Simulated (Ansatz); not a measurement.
# C3H6Cl2Si: the cost of one run

All numbers below are computed with Ansatz 0.2.0 (RKS PBE/def2-SVP).

## Step 1: The structure to begin with

Bond lengths: C1–Si2 1.855 Å, Si2–Cl3 2.023 Å, Si2–C5 1.777 Å, C4–C5 1.461 Å, C5–Cl6 1.776 Å, C1–H7 1.050 Å, C1–H8 1.124 Å, C1–H9 1.124 Å, C4–H10 1.022 Å, C4–H11 1.154 Å, C5–H12 1.102 Å. Angles (14 of 18 angles, heavy atoms first): C1–Si2–Cl3 108.7°, C1–Si2–C5 123.3°, Cl3–Si2–C5 114.3°, Si2–C5–C4 89.9°, Si2–C5–Cl6 116.1°, C4–C5–Cl6 119.5°, Si2–C1–H7 112.6°, Si2–C1–H8 106.2°, Si2–C1–H9 110.4°, Si2–C5–H12 112.9°, C4–C5–H12 113.4°, Cl6–C5–H12 105.0°, C5–C4–H10 123.3°, C5–C4–H11 114.0°.

As a file:

```xyz
12

C    -0.7994   -0.8845    1.3244
Si    0.3419    0.4498    0.7271
Cl    2.2306   -0.0172    1.2808
C     0.5372   -0.0908   -1.4980
C     0.2155    1.1945   -0.8819
Cl   -1.3302    1.9841   -1.2591
H    -0.5632   -1.8260    0.9244
H    -1.8296   -0.5908    0.9854
H    -0.8454   -0.8878    2.4472
H     1.4710   -0.5051   -1.4749
H    -0.3323   -0.8491   -1.4835
H     0.9807    1.9675   -1.0578
```

## Step 2: End point A

input.yaml reads:

```yaml
crystal:
  periodic: [false, false, false]
  atoms:
    - { symbol: C, position_ang: [-0.7994, -0.8845, 1.3244] }
    - { symbol: Si, position_ang: [0.3419, 0.4498, 0.7271] }
    - { symbol: Cl, position_ang: [2.2306, -0.0172, 1.2808] }
    - { symbol: C, position_ang: [0.5372, -0.0908, -1.498] }
    - { symbol: C, position_ang: [0.2155, 1.1945, -0.8819] }
    - { symbol: Cl, position_ang: [-1.3302, 1.9841, -1.2591] }
    - { symbol: H, position_ang: [-0.5632, -1.826, 0.9244] }
    - { symbol: H, position_ang: [-1.8296, -0.5908, 0.9854] }
    - { symbol: H, position_ang: [-0.8454, -0.8878, 2.4472] }
    - { symbol: H, position_ang: [1.471, -0.5051, -1.4749] }
    - { symbol: H, position_ang: [-0.3323, -0.8491, -1.4835] }
    - { symbol: H, position_ang: [0.9807, 1.9675, -1.0578] }
basis:
  gaussian: { orbitals: def2-SVP }
hamiltonian:
  xc: pbe
relax:
  f_tol: 0.02
  max_steps: 50
output:
  orbitals: {}
```

Command:

```
> ansatz run input.yaml --threads 2 --pin off --max-ram 3072MiB --backend cpu --events-out ev --progress --plain --runs-dir out
```

**Question.** How long does this run take on 2 threads of Intel Xeon Platinum 8488C (Sapphire Rapids), shared host, and how much memory does it need?

About 30 s, with a peak of 0.2 GiB.
